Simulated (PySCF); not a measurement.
# C₇H₁₃NS: vibronic structure

What do calculations give for the vibronic structure of C₇H₁₃NS (`CN[C@@H]1C[C@]1(C)C(C)=S`)?

Computed with PySCF 2.14.0 and routines of our own; the level stands in each step. Atoms count from 0.

## (1) The starting structure

22 atoms, charge 0, multiplicity 1; geometry from: GFN2-xTB.

## (2) Vibronic structure: TDDFT B3LYP/def2-SV(P)

What the job is given:

```
{"job": {"kind": "vib", "xc": "B3LYP", "basis": "def2-SV(P)", "tda": false}, "charge": 0, "multiplicity": 1}
C      2.812846     0.566970     1.227879
N      1.402300     0.721734     0.922186
C      0.803624    -0.456015     0.407444
C      0.806776    -0.848160    -1.034913
C     -0.507320    -0.422835    -0.395733
C     -1.491949    -1.525107    -0.059959
C     -1.076808     0.871443    -0.770247
C     -2.512133     1.131300    -0.458908
S     -0.206751     2.046437    -1.513010
H      3.423469     0.302596     0.353596
H      2.926742    -0.217094     1.977611
H      3.178441     1.503368     1.643847
H      1.270335     1.495797     0.274288
H      0.849935    -1.261193     1.135815
H      1.237667    -0.155358    -1.742956
H      0.909850    -1.887699    -1.305026
H     -2.168791    -1.703868    -0.894044
H     -0.958241    -2.449957     0.144284
H     -2.081268    -1.274770     0.819768
H     -2.696543     1.001532     0.607633
H     -3.155946     0.434304    -0.995768
H     -2.776646     2.145961    -0.745418
```

With the program's defaults for keys left out, this is: TDDFT B3LYP/def2-SV(P) vertical-gradient vibronic structure (displaced harmonic oscillators, Condon), gas phase.

Launch:

```bash
$ OMP_NUM_THREADS=1 python excited_run.py task.json out
```

The driver reads the jobs from task.json and runs them one after another.

What it wrote:

```text
final grid: 79832 points
cycle   1  E = -727.0055015565  dE =  1.148e+00  |g| = 5.047e-01  |ddm| = 4.951e+00
cycle   2  E = -726.9624163533  dE =  4.309e-02  |g| = 6.633e-01  |ddm| = 1.540e+00
cycle   3  E = -727.0670632231  dE = -1.046e-01  |g| = 1.908e-01  |ddm| = 9.916e-01
cycle   4  E = -727.0767631099  dE = -9.700e-03  |g| = 4.814e-02  |ddm| = 3.279e-01
cycle   5  E = -727.0773780773  dE = -6.150e-04  |g| = 1.427e-02  |ddm| = 9.356e-02
cycle   6  E = -727.0774289265  dE = -5.085e-05  |g| = 3.730e-03  |ddm| = 2.461e-02
cycle   7  E = -727.0774318826  dE = -2.956e-06  |g| = 1.026e-03  |ddm| = 5.344e-03
cycle   8  E = -727.0774321505  dE = -2.679e-07  |g| = 1.792e-04  |ddm| = 1.795e-03
cycle   9  E = -727.0774321584  dE = -7.911e-09  |g| = 5.017e-05  |ddm| = 3.491e-04
cycle  10  E = -727.0774321590  dE = -6.180e-10  |g| = 1.870e-05  |ddm| = 9.593e-05
converged SCF energy = -727.0774321590

Singlet excitations (eV, f): 2.541 (0.0001)  3.033 (0.0071)  4.987 (0.1428)  6.018 (0.0211)  6.237 (0.0198)  6.281 (0.0225)

State S1  2.5413 eV  f = 0.00011  H->L 0.68, H-1->L 0.32
  relaxed dipole 1.305 D, largest gradient of the excitation energy 0.0442 Eh/bohr
  mode    cm-1        S   lambda/meV  Raman
    2     71.7    8.9630      79.7   0.128
   32   1202.0    0.2493      37.2   1.000
   36   1343.5    0.0925      15.4   0.464
   18    846.2    0.1466      15.4   0.291
   19    863.7    0.1399      15.0   0.290
    7    240.1    0.3993      11.9   0.064
   43   1461.8    0.0611      11.1   0.362
   16    642.9    0.1326      10.6   0.152
   17    795.5    0.0934       9.2   0.164
   24   1014.6    0.0636       8.0   0.182
   21    934.2    0.0605       7.0   0.147
   34   1275.9    0.0402       6.4   0.182
  reorganisation energy 0.2681 eV, total S 11.344, 0-0 2.2732 eV

State S3  4.9866 eV  f = 0.14275  H-2->L 0.90
  relaxed dipole 4.262 D, largest gradient of the excitation energy 0.0460 Eh/bohr
  mode    cm-1        S   lambda/meV  Raman
   16    642.9    1.0978      87.5   0.582
   32   1202.0    0.5397      80.4   1.000
   22    955.9    0.3748      44.4   0.439
   28   1087.9    0.3129      42.2   0.475
    7    240.1    0.9736      29.0   0.072
   25   1038.0    0.1084      13.9   0.150
   13    439.1    0.2236      12.2   0.055
   35   1329.8    0.0649      10.7   0.147
   15    567.6    0.1323       9.3   0.055
   41   1449.5    0.0481       8.6   0.130
   21    934.2    0.0739       8.6   0.083
   36   1343.5    0.0478       8.0   0.111
  reorganisation energy 0.4327 eV, total S 5.448, 0-0 4.5539 eV
  absorption maximum 4.934 eV, width 0.526 eV

State S6  6.2810 eV  f = 0.02255  H->L+1 0.63, H-5->L 0.12, H->L+2 0.10
  relaxed dipole 3.223 D, largest gradient of the excitation energy 0.0356 Eh/bohr
  mode    cm-1        S   lambda/meV  Raman
   17    795.5    0.7671      75.7   0.860
    2     71.7    7.5415      67.0   0.069
   29   1119.7    0.4503      62.5   1.000
    3    137.8    3.1428      53.7   0.106
   20    893.3    0.2875      31.8   0.406
   22    955.9    0.1807      21.4   0.293
   18    846.2    0.1626      17.1   0.206
   39   1414.9    0.0947      16.6   0.336
   32   1202.0    0.0896      13.3   0.229
   25   1038.0    0.0825      10.6   0.157
    8    250.9    0.3098       9.6   0.035
   38   1410.9    0.0513       9.0   0.181
  reorganisation energy 0.4758 eV, total S 14.543, 0-0 5.8051 eV

State T1  2.1380 eV  f = 0.00000  H->L 0.54, H-1->L 0.46
  relaxed dipole 0.818 D, largest gradient of the excitation energy 0.0409 Eh/bohr
  mode    cm-1        S   lambda/meV  Raman
    2     71.7    8.5000      75.6   0.146
   32   1202.0    0.2074      30.9   1.000
   19    863.7    0.1429      15.3   0.356
   36   1343.5    0.0785      13.1   0.473
   43   1461.8    0.0687      12.5   0.490
   18    846.2    0.0814       8.5   0.195
    7    240.1    0.2862       8.5   0.055
   16    642.9    0.1049       8.4   0.145
   24   1014.6    0.0545       6.9   0.187
   10    342.6    0.1506       6.4   0.059
   21    934.2    0.0508       5.9   0.148
   34   1275.9    0.0278       4.4   0.151
  reorganisation energy 0.2343 eV, total S 10.362, 0-0 1.9036 eV
```

Run time: 2.5 min. Hardware: 1 thread of AMD EPYC, shared host; peak memory 0.94 GiB.

Orbitals, density, ELF and potential are computed afterwards from the orbital file.

Frontier orbitals at B3LYP/def2-SV(P), with the share of their density that lies nearest to each atom:

| orbital | energy (eV) | lies on |
| --- | --- | --- |
| HOMO | -5.66 | N1 36 %; S8 33 % |
| LUMO | -1.87 | C6 42 %; S8 32 % |

ELF in a plane through or near 8 of the atoms.

Ten even steps from ' ' (0.00) to '@' (1.00):
```
                                                        
                                                        
                                                        
                            ==@@@@--                    
                            %%@@@@##..                  
                            ##@@@@##==++++::            
                    --++--  ..####--%%@@@@**            
                    ++%%++....++==--%%@@%%==            
          ..::::    ==::::****##@@++==--..              
        ..==****--::**--::%%##--++..    --****::        
        ..++++::**####%%++++**####::..++@@@@@@%%        
        ::****--**##==**..  ::++++%%**--@@@@@@##        
      ..##@@@@**..==@@@@--  --**++%%::++++++--..        
      ..%%@@@@==  ::@@%%..  ==++----**%%@@**..          
        --**++..    ::..  ::==--..  %%@@@@@@++          
                          ::----..  ++@@@@@@++          
                            ..::..    ==**--            
                                                        
                                                        
                                                        
```
The map spans 12.3 Å across and 10.0 Å up, centred on the molecule. Atoms in the plane (x, y in Å): C0 (-3.1, -0.4), C2 (-0.9, 0.5), C5 (1.5, 1.5), C7 (2.5, -1.2), H12 (-1.4, -1.4), H17 (1.0, 2.4), H20 (3.3, -0.6), H21 (2.8, -2.3).

On the surface of density 0.002 e/bohr³ the electrostatic potential runs, from the 1st to the 99th percentile, from -1.41 V near N1 to 0.85 V near H20.

## (3) Vibronic structure: TDDFT HCTH407/6-31G

Settings changed since step 2:

```diff
@@ -1,2 +1,2 @@
-{"job": {"kind": "vib", "xc": "B3LYP", "basis": "def2-SV(P)", "tda": false}, "charge": 0, "multiplicity": 1}
+{"job": {"kind": "vib", "xc": "HCTH407", "basis": "6-31G", "tda": false, "temperature": 77, "fwhm_ev": 0.01, "nstates": 4, "scf": {"max_cycle": 57}, "maxiter": 30, "td_tol": 0.03}, "charge": 0, "multiplicity": 1}
 C      2.812846     0.566970     1.227879
```

Level: TDDFT HCTH407/6-31G vertical-gradient vibronic structure (displaced harmonic oscillators, Condon), gas phase.

What it wrote:

```text
final grid: 79832 points
cycle   1  E = -727.2566225772  dE =  9.992e-01  |g| = 6.222e-01  |ddm| = 4.611e+00
cycle   2  E = -727.0721336992  dE =  1.845e-01  |g| = 1.022e+00  |ddm| = 2.270e+00
cycle   3  E = -727.3390902986  dE = -2.670e-01  |g| = 3.308e-01  |ddm| = 1.646e+00
cycle   4  E = -727.3707030102  dE = -3.161e-02  |g| = 6.900e-02  |ddm| = 5.668e-01
cycle   5  E = -727.3717194801  dE = -1.016e-03  |g| = 4.334e-02  |ddm| = 2.003e-01
cycle   6  E = -727.3723093539  dE = -5.899e-04  |g| = 8.414e-03  |ddm| = 7.396e-02
cycle   7  E = -727.3723264400  dE = -1.709e-05  |g| = 2.427e-03  |ddm| = 1.311e-02
cycle   8  E = -727.3723281918  dE = -1.752e-06  |g| = 4.117e-04  |ddm| = 4.989e-03
cycle   9  E = -727.3723282360  dE = -4.417e-08  |g| = 1.437e-04  |ddm| = 7.465e-04
cycle  10  E = -727.3723282417  dE = -5.687e-09  |g| = 3.744e-05  |ddm| = 2.878e-04
cycle  11  E = -727.3723282421  dE = -3.647e-10  |g| = 2.064e-05  |ddm| = 1.105e-04
converged SCF energy = -727.3723282421

Singlet excitations (eV, f): 2.013 (0.0055)  2.632 (0.0014)  4.814 (0.1386)  5.450 (0.0218)

State S1  2.0132 eV  f = 0.00546  H->L 1.00
  relaxed dipole 8.444 D, largest gradient of the excitation energy 0.0693 Eh/bohr
  mode    cm-1        S   lambda/meV  Raman
    2     71.7   65.4614     581.9   0.249
   17    795.5    2.1378     210.8   1.000
   19    863.7    1.2722     136.2   0.702
   22    955.9    0.5408      64.1   0.365
   18    846.2    0.5197      54.5   0.275
   24   1014.6    0.4176      52.5   0.318
   29   1119.7    0.3458      48.0   0.320
   30   1126.8    0.2700      37.7   0.253
    3    137.8    1.9456      33.3   0.027
   41   1449.5    0.1136      20.4   0.176
   32   1202.0    0.1303      19.4   0.139
   38   1410.9    0.1078      18.9   0.159
  reorganisation energy 1.4571 eV, total S 75.899, 0-0 0.5562 eV

State S3  4.8140 eV  f = 0.13857  H-2->L 0.84, H-3->L 0.13
  relaxed dipole 5.350 D, largest gradient of the excitation energy 0.0473 Eh/bohr
  mode    cm-1        S   lambda/meV  Raman
   16    642.9    1.1496      91.6   0.865
   32   1202.0    0.3800      56.6   1.000
   28   1087.9    0.3900      52.6   0.841
    2     71.7    5.4149      48.1   0.051
    7    240.1    0.8398      25.0   0.088
   25   1038.0    0.1707      22.0   0.335
   15    567.6    0.2067      14.5   0.121
   13    439.1    0.2443      13.3   0.086
   19    863.7    0.1219      13.0   0.166
   29   1119.7    0.0755      10.5   0.172
    6    219.1    0.3568       9.7   0.031
   11    374.5    0.2071       9.6   0.053
  reorganisation energy 0.4569 eV, total S 10.854, 0-0 4.3571 eV

State S4  5.4495 eV  f = 0.02176  H-4->L 0.85, H-3->L 0.12
  relaxed dipole 7.525 D, largest gradient of the excitation energy 0.0695 Eh/bohr
  mode    cm-1        S   lambda/meV  Raman
    2     71.7   90.3094     802.7   0.243
   19    863.7    2.5577     273.9   1.000
   22    955.9    1.2169     144.2   0.583
   30   1126.8    0.5657      79.0   0.376
   26   1052.1    0.4238      55.3   0.246
   24   1014.6    0.4202      52.9   0.227
   28   1087.9    0.3719      50.2   0.231
    9    277.7    1.2207      42.0   0.049
   25   1038.0    0.2899      37.3   0.164
   14    476.9    0.5222      30.9   0.062
    3    137.8    1.6003      27.3   0.016
    6    219.1    0.9035      24.5   0.023
  reorganisation energy 1.8339 eV, total S 102.971, 0-0 3.6156 eV

State T1  1.8744 eV  f = 0.00000  H->L 0.99
  relaxed dipole 8.312 D, largest gradient of the excitation energy 0.0518 Eh/bohr
  mode    cm-1        S   lambda/meV  Raman
   17    795.5    1.3685     135.0   1.000
    2     71.7   13.5948     120.8   0.081
   19    863.7    0.7453      79.8   0.642
    3    137.8    3.4677      59.3   0.076
   29   1119.7    0.4264      59.2   0.617
   18    846.2    0.5003      52.5   0.414
   22    955.9    0.3897      46.2   0.411
   20    893.3    0.3711      41.1   0.342
   24   1014.6    0.3144      39.6   0.374
   30   1126.8    0.2703      37.8   0.396
   32   1202.0    0.1300      19.4   0.217
   25   1038.0    0.1346      17.3   0.168
  reorganisation energy 0.8865 eV, total S 24.332, 0-0 0.9879 eV
```

Wall time 92 s (1 thread of AMD EPYC, shared host); peak memory 0.74 GiB.

These settings were drawn to be risky (HCTH407/6-31G; temperature 77; fwhm ev 0.01; nstates 4; xc HCTH407; basis 6-31G; maxiter 30; td tol 0.03; scf {'max cycle': 57}); the run ended normally, but its values are left out of the summary.

## (4) What came out

```
                                                                                        quantity                      value
S1: vertical, reorganisation, 0-0, total S (step 2, TDDFT B3LYP/def2-SV(P), modes from GFN2-xTB)  2.54, 0.27, 2.27 eV; 11.3
S3: vertical, reorganisation, 0-0, total S (step 2, TDDFT B3LYP/def2-SV(P), modes from GFN2-xTB)   4.99, 0.43, 4.55 eV; 5.4
S6: vertical, reorganisation, 0-0, total S (step 2, TDDFT B3LYP/def2-SV(P), modes from GFN2-xTB)  6.28, 0.48, 5.81 eV; 14.5
                                                           surface potential, 1st and 99th percentile         -1.41 V and 0.85 V
```

In words: Some states lie very close; unless symmetry makes them partners, their order is unsure. In step 2 the harmonic model is doubtful. The vibronic model keeps the ground-state modes (from xTB) and shifts them along the gradient alone, so it can miss much of the relaxation that a full optimisation finds. At B3LYP/def2-SV(P), counted by nearest atom on the grid, the HOMO lies on N1 36 %; S8 33 %, the LUMO on C6 42 %; S8 32 %.
